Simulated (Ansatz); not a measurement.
# C₂H₇N₃Si, SMILES CN[SiH2]NC#N: a geometry optimisation

Computed with the Python package of Ansatz (0.2.0).

Contents of `c2h7n3si.xyz`:
```text
13

C    -1.16060   -1.63000    0.14200
N    -0.15460   -0.86060    0.81630
Si    0.92280    0.17400    0.04060
N    -0.01590    1.47400   -0.41710
C     0.60640    2.48530   -0.91060
N     1.19610    3.41710   -1.29830
H    -1.86710   -0.90530   -0.38740
H    -0.76370   -2.28450   -0.59860
H    -1.79720   -2.12850    0.90320
H     0.38910   -1.52570    1.38690
H     1.90450    0.62660    1.09630
H     1.56650   -0.50690   -1.08900
H    -0.80590    1.62950    0.33050
```

The cells in order, each with its output:

```python
import ansatz
import numpy as np
```

```python
system = ansatz.Crystal.molecule_from_extxyz("c2h7n3si.xyz")
```

```python
model = system.calculation()
model = model.basis(gaussian="6-31G*")
model = model.functional("pbe")
symbols = [site.symbol for site in system.cartesian_sites]
start = np.array([site.position_ang for site in system.cartesian_sites], dtype=float)
report = model.relax(force_tolerance=0.02).run(threads=1, backend="cpu").report
end = np.array(report["positions_ang"])
```

    

```python
for key in ("converged", "free_energy_ev", "reference_energy_ev", "n_frozen", "n_occupied", "n_virtual"):
    print(f"{key:22s} {report[key]}")
```

    converged              True
    free_energy_ev         -14523.07530557195
    reference_energy_ev    -14523.07530557195
    n_frozen               0
    n_occupied             [27, 27]
    n_virtual              [81, 81]

```python
print("final positions (A) and the move of each atom")
for symbol, xyz, old in zip(symbols, end, start):
    print(f"{symbol:2s} {xyz[0]:10.5f} {xyz[1]:10.5f} {xyz[2]:10.5f}   {np.linalg.norm(xyz - old):7.4f}")
```

    final positions (A) and the move of each atom
    C    -1.17283   -1.61292    0.00416    0.1394
    N    -0.04938   -1.08578    0.77657    0.2517
    Si    1.06957    0.11254    0.24974    0.2628
    N     0.19161    1.64762    0.01545    0.5102
    C     0.34823    2.47339   -1.03436    0.2865
    N     0.49270    3.17811   -1.97108    1.0023
    H    -1.44192   -0.89326   -0.78638    0.5832
    H    -0.94525   -2.58119   -0.48252    0.3667
    H    -2.06562   -1.74739    0.64188    0.5344
    H     0.21457   -1.65492    1.58057    0.2910
    H     2.07953    0.19034    1.35364    0.5359
    H     1.72346   -0.06100   -1.08588    0.4727
    H    -0.42426    1.99947    0.75301    0.6790

Caveats:
- These settings explore the input space; basis and method may be short of convergence.
- The end point is the stationary point reached from this start; no frequency run checks that it is a minimum, and the basis set is modest.
- Finished in 32 s on 1 thread of AMD EPYC 9R45 96-Core Processor (Zen 5) (shared host), peak memory 0.23 GiB.

(Lines on the test bed's own set-up are left out of the output.)
